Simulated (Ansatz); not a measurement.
# TiHO+ (singlet): from Hartree-Fock to the top rungs, def2-TZVPP

An exercise on one series of results from a longer session: the logs are not shown, and one member is left open.

Program: Ansatz 0.2.0, Gaussian basis. Level of theory: def2-TZVPP, core rule «outside noble gas», up to 10 orbitals frozen. These are calculated values, not measurements.

The runs, in order: UHF; CCSD(T) on RHF; CCSD(T) on UHF; CCSDT(Q) on RHF; CCSDT(Q) on UHF.

5 further runs of the same task are left out: 3 for a known fault of the program, 2 set aside as unsound or not needed.

## The system

The geometry is a PBE0/def2-TZVP stationary point (not a proven minimum) of the parent state, kept for this charge and spin.

3 atoms, charge 1, spin multiplicity 1.

Atoms are counted from 1 here; the program's logs count them from 0.

Bond lengths: Ti1–O2 1.725 Å, O2–H3 0.963 Å. Angles: Ti1–O2–H3 180.0°.

Set-up of the first run:

The input, in.yaml:

```yaml
crystal:
  periodic: [false, false, false]
  atoms:
    - {symbol: Ti, position_ang: [0.000000, 0.000000, 1.470824]}
    - {symbol: O, position_ang: [0.000000, 0.000000, -0.253684]}
    - {symbol: H, position_ang: [0.000000, 0.000000, -1.217140]}
basis:
  gaussian: {orbitals: def2-TZVPP}
total_charge: 1
magnetization: {spin_polarized: true, initial_magnetization: 0}
hamiltonian: {xc: hf}
output: {orbitals: {seedname: orbitals}}
```

Command:

```bash
$ ansatz run in.yaml --threads 1 --pin off --events-out ev --progress --plain --max-ram 4096MiB --backend cpu
```

Among the steps run: UHF; CCSD(T) on RHF; CCSD(T) on UHF; CCSDT(Q) on RHF; CCSDT(Q) on UHF.

One table of the session follows, with a row left open; its other results are not shown here.

It belongs to the step «Misses and costs». 

```
   method  from RCCSDT(Q) (kJ/mol)
      RHF                        ?
     RMP2                    +77.8
     UMP2                    +23.2
    RCCSD                    +48.5
    UCCSD                    -10.1
 RCCSD(T)                     +9.4
 UCCSD(T)                    -54.5
   RCCSDT                     +5.3
   UCCSDT                    -59.8
RCCSDT(Q)                        0
UCCSDT(Q)                    -66.5
```

Estimate the missing values for RHF.

The run gave: from RCCSDT(Q) (kJ/mol): +873.0. In the column «from RCCSDT(Q) (kJ/mol)» it is the highest.

Left out of the table: UHF (another determinant or state than the rows shown).

To keep in mind: The determinant is far from a pure spin state, so its energy mixes those of several spin states (harmless only where they are near-degenerate, as at dissociation). The program flags UCCSD(T), UCCSDT(Q) as in doubt, so those rows may rest on another solution; read them beside their warnings. Warnings: restricted reference is unstable; spin contamination; coupled cluster took another determinant than the lowest; large T1 diagnostic. Restricted and unrestricted rows rest on different reference determinants; where their highest levels disagree by more than a few hundredths of an eV, they describe different states and don't form one ladder.
